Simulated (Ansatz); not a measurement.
# HCl + Cl radical: a complex and its separated parts

Aim: how far the complex at one end of a reaction step lies below its separated, relaxed parts, level by level.

Computed with Ansatz 0.2.0, Gaussian basis. Level: PBE0-D4/def2-TZVP structures, single points in def2-TZVPP, no counterpoise correction.

Levels: SPW92, PBE-D4, BLYP-D4, r2SCAN-D4, B97M-V, PBE0-D4, B3LYP-D4, r2SCAN0-D4, BHLYP-D4, CAM-B3LYP-D4, wB97X-V, wB97M-V, B2PLYP, PBE-QIDH, RPA on PBE, Hartree-Fock, MP2, CCSD, CCSD(T).

Cores are frozen in the correlated methods. Orbitals are unrestricted. B3LYP uses VWN-RPA correlation. B2PLYP carries no dispersion term here.

93 further runs of the same task are left out: 1 that didn't finish, 92 set aside as unsound or not needed.

### Step 1. Where the work starts

The complex: 3 atoms, charge 0, spin multiplicity 2.

Atoms are counted from 1 here; the program's logs count them from 0.

Bond lengths: H1–Cl3 1.282 Å.

Coordinates:

```xyz
3
Cl2H
H    -0.2546    1.0805    0.4643
Cl    1.2586   -1.1361   -0.7534
Cl   -1.0040    0.0556    0.2891
```

Its parts: HCl holds atoms 1, 3; Cl radical holds atoms 2. Each part counts its atoms afresh in its own runs.

### Step 2. Relaxing HCl alone

Input file relax-a/in.yaml:

```yaml
crystal:
  periodic: [false, false, false]
  atoms:
    - {symbol: H, position_ang: [-0.254647, 1.080502, 0.464273]}
    - {symbol: Cl, position_ang: [-1.003969, 0.055567, 0.289100]}
basis:
  gaussian: {orbitals: def2-TZVP}
hamiltonian: {xc: pbe0, dispersion: d4}
relax: {f_tol: 0.005, max_steps: 200}
```

Launch:

```console
> ansatz run in.yaml --threads 2 --pin off --events-out ev --progress --plain --max-ram 4352MiB
```

Further steps of the session: SPW92/def2-TZVPP; B97M-V/def2-TZVPP; wB97X-V/def2-TZVPP; wB97M-V/def2-TZVPP; B2PLYP/def2-TZVPP; PBE-QIDH/def2-TZVPP; RPA on PBE/def2-TZVPP; CCSD(T)/def2-TZVPP; CCSD(T)/def2-QZVPP; Vibrations of HCl.

Q: Predict the outcome of this session. Wanted: complex less parts, CCSD(T)/def2-TZVPP; with zero-point energy; largest T1 diagnostic.

As calculated:

| quantity | value |
| --- | --- |
| complex less parts, CCSD(T)/def2-TZVPP | +0.0136 eV |
| with zero-point energy | +0.0387 eV |
| largest T1 diagnostic | 0.013 |

At CCSD(T) the complex lies 0.0136 eV above its parts. The functionals run from PBE-QIDH, off by -0.0693 eV, to SPW92, off by -0.6083 eV, against CCSD(T). Mean unsigned error by rung: LDA 0.6083, GGA 0.3513, meta-GGA 0.2563, hybrid 0.1745, range-separated hybrid 0.1467, double hybrid 0.0816 eV. PBE-D4 gives a relative energy 0.3693 eV too low, an error of 2720 % of the reference. No counterpoise was applied, and triple zeta lacks some correlation, so the CCSD(T) reference has a basis error of its own, and close matches with it are partly luck.
